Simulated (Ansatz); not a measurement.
**FH4O2Si2 radical: a ladder of functionals and wavefunction methods**

One table from this session's results is given with a row withheld; the runs are named, their logs left out.

Program: Ansatz 0.2.0, Gaussian basis. Level of theory: functionals in def2-TZVPP, the program's frozen cores in correlated methods. These are calculated values, not measurements.

Levels to be run: PBE-D4, r2SCAN-D4, PBE0-D4, B3LYP-D4, ωB97X-V, ωB97M-V, B2PLYP; CCSD(T)/def2-TZVPP; MP2/def2-QZVPP; extrapolation to the limit.

## The relaxed structure

An earlier PBE0-D4 in a triple-zeta def2 set relaxation fixed the geometry.

SMILES `O[Si](F)O[SiH3]`, 9 atoms, charge 0, spin multiplicity 2.

Atoms are counted from 1 here; the program's logs count them from 0.

Bond lengths: O1–Si2 1.633 Å, O1–H6 0.959 Å, Si2–F3 1.601 Å, Si2–O4 1.612 Å, O4–Si5 1.642 Å, Si5–H7 1.483 Å, Si5–H8 1.485 Å, Si5–H9 1.482 Å. Angles: Si2–O1–H6 117.3°, O1–Si2–F3 109.9°, O1–Si2–O4 106.0°, F3–Si2–O4 109.2°, Si2–O4–Si5 149.3°, O4–Si5–H7 109.7°, O4–Si5–H8 109.9°, O4–Si5–H9 107.9°, H7–Si5–H8 109.6°, H7–Si5–H9 110.0°, H8–Si5–H9 109.8°.

The first run:

in.yaml

```yaml
crystal:
  periodic: [false, false, false]
  atoms:
    - {symbol: O, position_ang: [-1.047602, 1.999054, 1.147948]}
    - {symbol: Si, position_ang: [-0.902214, 0.376607, 1.030134]}
    - {symbol: F, position_ang: [-0.072222, -0.189175, 2.277149]}
    - {symbol: O, position_ang: [-0.074611, 0.102294, -0.326242]}
    - {symbol: Si, position_ang: [0.743150, -0.941344, -1.295161]}
    - {symbol: H, position_ang: [-1.510304, 2.344184, 1.914005]}
    - {symbol: H, position_ang: [2.104063, -1.167107, -0.750033]}
    - {symbol: H, position_ang: [0.016929, -2.234506, -1.370081]}
    - {symbol: H, position_ang: [0.831311, -0.336207, -2.644720]}
basis:
  gaussian: {orbitals: def2-TZVPP}
magnetization: {spin_polarized: true, initial_magnetization: 1}
hamiltonian: {xc: pbe, dispersion: d4}
output: {forces: true, orbitals: {seedname: orbitals}}
```

The run is started by

```sh
> ansatz run in.yaml --threads 2 --pin off --events-out ev --progress --plain --max-ram 32768MiB --backend cpu
```

Steps of the session up to this table: PBE-D4 (GGA); r2SCAN-D4 (meta-GGA); PBE0-D4 (hybrid); B3LYP-D4 (hybrid); ωB97X-V (range-separated); ωB97M-V (range-separated); B2PLYP (double hybrid); CCSD(T) in def2-TZVPP; MP2 in def2-QZVPP.

One of the session's tables, all rows but one given; the rest of the session is left out.

```
            method  atomisation energy (kcal/mol)
            PBE-D4                          806.2
         r2SCAN-D4                          806.9
           PBE0-D4                              ?
          B3LYP-D4                          799.2
           ωB97X-V                          805.7
           ωB97M-V                          803.3
            B2PLYP                          794.7
     HF/def2-TZVPP                          589.4
    MP2/def2-TZVPP                          805.5
   CCSD/def2-TZVPP                          770.9
CCSD(T)/def2-TZVPP                          781.9
           MP2/CBS                          831.8
       CCSD(T)/CBS                          808.3
```

**Question.** Estimate the row for PBE0-D4.

As computed: atomisation energy (kcal/mol): 789.7. In the column «atomisation energy (kcal/mol)» it lies between CCSD(T)/def2-TZVPP (781.9) and B2PLYP (794.7).
